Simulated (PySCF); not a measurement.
**NaSb: bond curves at several levels of theory**

One table from this session's results is given with a row withheld; the runs are named, their logs left out.

Computed with PySCF 2.14.0. Level: Na aug-cc-pVDZ, Sb aug-cc-pVDZ-PP with ECP28, scalar-relativistic core potentials.

1 further run of the same task is left out (it didn't finish).

The first run:

A driver script around PySCF takes these settings:

* atoms: Na, Sb
* charge: 0
* basis: Na aug-cc-pVDZ, Sb aug-cc-pVDZ-PP with ECP28
* Hamiltonian: scalar-relativistic core potentials
* basis functions: 59
* electrons treated: 34
* masses in u: 22.9898, 120.9038
* levels: PBE0, PBE, r²SCAN, PW91, TPSSh, BHandHLYP, LC-ωPBE, HF, MP2, SCS-MP2
* grid: 80 radial by 434 angular points
* occupations: held fixed by the projection of orbital angular momentum
* dissociation limit: Na + Sb, each in its ground configuration
* starting distance in angstrom: 2.940
* values of 2S to try: 0, 2, 4

Command:

```
> OMP_NUM_THREADS=1 python dia.py task.json out
```

Steps of the session up to this table: Set-up; PBE0 along the bond; Excited determinants; PBE (GGA); r²SCAN; PW91; TPSSh (hybrid meta-GGA); BHandHLYP (global hybrid GGA); LC-ωPBE (range-separated hybrid); ROHF (mean field).

One table of the session follows, with a row left open; its other results are not shown here.

```
       level  Re (Å)  ωe (cm⁻¹)  De (eV)  μ (D)
        ROHF   2.965      208.5    0.186  -8.39
    ROHF-MP2   2.975      200.9     0.85    n/a
ROHF-SCS-MP2   2.981      199.2     0.86    n/a
         PBE   2.949      194.0     1.29  -6.08
        PW91   2.945      194.9     1.34  -6.20
      r²SCAN       ?          ?        ?      ?
       TPSSh   2.951      198.9     1.31  -6.91
        PBE0   2.932      202.4     1.20  -6.81
   BHandHLYP   2.915      209.4     1.19  -7.09
     LC-ωPBE   2.899      216.0     1.12  -8.03
```

Estimate the missing values for r²SCAN.

The run gave: Re (Å): 2.946; ωe (cm⁻¹): 198.5; De (eV): 1.24; μ (D): -6.88. In the column «Re (Å)» it lies between PW91 (2.945) and PBE (2.949).

De is counted to Na + Sb in their ground configurations.
